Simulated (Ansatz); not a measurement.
## Ta4C3 under changes of volume

One of the cells (12.549 Å³/atom); the others are scaled copies at fixed shape and fractional positions:

```
Ta C
1.0
     4.44528    0.00000    0.00000
     0.00000    4.44528    0.00000
     0.00000    0.00000    4.44528
Ta C
4 3
Direct
  0.00000 0.00000 0.00000
  0.50000 0.50000 0.00000
  0.50000 0.00000 0.50000
  0.00000 0.50000 0.50000
  0.00000 0.00000 0.50000
  0.00000 0.50000 0.00000
  0.50000 0.00000 0.00000
```

The cell comes from a database or a generator and needn't be the stable form of this composition.

- Program: Ansatz 0.2.0
- Functional: PBEsol
- Potentials or basis: all-electron LAPW, scalar-relativistic
- Cutoff: 330 eV (chosen from the basis error)
- Basis error allowed: 0.001 eV/atom
- k mesh: 6 × 6 × 6
- Occupations: fermi-dirac, width 0.05 eV
- Spin: no spin polarisation

| volume (Å³/atom) | energy over the lowest point (meV/atom) | pressure (GPa) |
| --- | --- | --- |
| 11.796 | 11.34 | 10.6 |
| 12.047 | 0.41 | 3.5 |
| 12.298 | 0.00 | -2.8 |
| 12.549 | 9.08 | -8.6 |
| 12.800 | ? | ? |
| 13.051 | 52.00 | -18.4 |
| 13.302 | 84.21 | -22.6 |

Question: What does the run at 12.800 Å³/atom give?

Answer: Energy over the lowest point 26.70 meV/atom; pressure -13.8 GPa.

Worked out: A Birch-Murnaghan fit of order 3 (a polynomial in V^(-2/3)) to the other rows has its minimum at 12.18 Å³/atom with B0 = V·E''(V) = 308 GPa and B' = 4.1. It gives 26.70 meV/atom at 12.800 Å³/atom, against the run's 26.70, and -dE/dV = -13.8 GPa, against -13.8.

Energies are extrapolated to zero smearing.
